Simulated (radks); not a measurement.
**Te⁴¹⁺ in [Ne] 3s1: an all-electron calculation**

The task here is to estimate one member of a computed series from the others.

Method: scalar-relativistic Kohn-Sham, PW91, spin-polarised, spherical densities, finite nucleus; open shells are filled with parallel spins first. Code: radks (a radial shooting solver on a logarithmic mesh, Libxc functionals) version 1.

**The system**

| Property | Result |
| --- | --- |
| element | tellurium (Z = 52) |
| charge | +41 |
| electrons | 11 |
| configuration | [Ne] 3s1 |
| nuclear rms radius | 4.7423 fm |

The outer shells:

Te⁴¹⁺
```
[Ne] core
3s [↑ ]
```

The first run:

The run's settings:

```text
Z 52
configuration [Ne] 3s1 3p0 4s0 3d0 4f0
relativity scalar-relativistic
functional pw91,pw91
spin polarised
nucleus finite rms 4.7423 fm
c 137.035999084
```

One of the session's tables, all rows but one given; the rest of the session is left out.

It belongs to the step «Orbitals and density». From the orbitals of this run (lengths in bohr):

| level | <r> | outermost maximum (interpolated) | 90 % within | nodes |
| --- | --- | --- | --- | --- |
| 1s up | 0.02779 | 0.0179 | 0.0500 | 0 |
| 1s down | 0.02779 | 0.0179 | 0.0500 | 0 |
| 2s up | 0.1177 | 0.100 | 0.181 | 1 |
| 2s down | 0.1177 | 0.100 | 0.181 | 1 |
| 2p up | 0.1025 | 0.0803 | 0.166 | 0 |
| 2p down | 0.1025 | 0.0803 | 0.166 | 0 |
| 3s up | 0.2821 | 0.269 | 0.409 | 2 |
| 3s down | 0.2814 | 0.268 | 0.407 | 2 |
| 3p up | 0.2725 | 0.258 | 0.402 | 1 |
| 3p down | ? | ? | ? | ? |
| 3d up | 0.2393 | 0.204 | 0.363 | 0 |
| 3d down | 0.2384 | 0.203 | 0.361 | 0 |
| 4s up | 0.5178 | 0.526 | 0.727 | 3 |
| 4f up | 0.4251 | 0.377 | 0.615 | 0 |

Q: Estimate the row for 3p down from the others.

**Answer.** <r>: 0.2717; outermost maximum (interpolated): 0.257; 90 % within: 0.401; nodes: 1. In the column «<r>» it lies between 3d up (0.2393) and 3p up (0.2725).
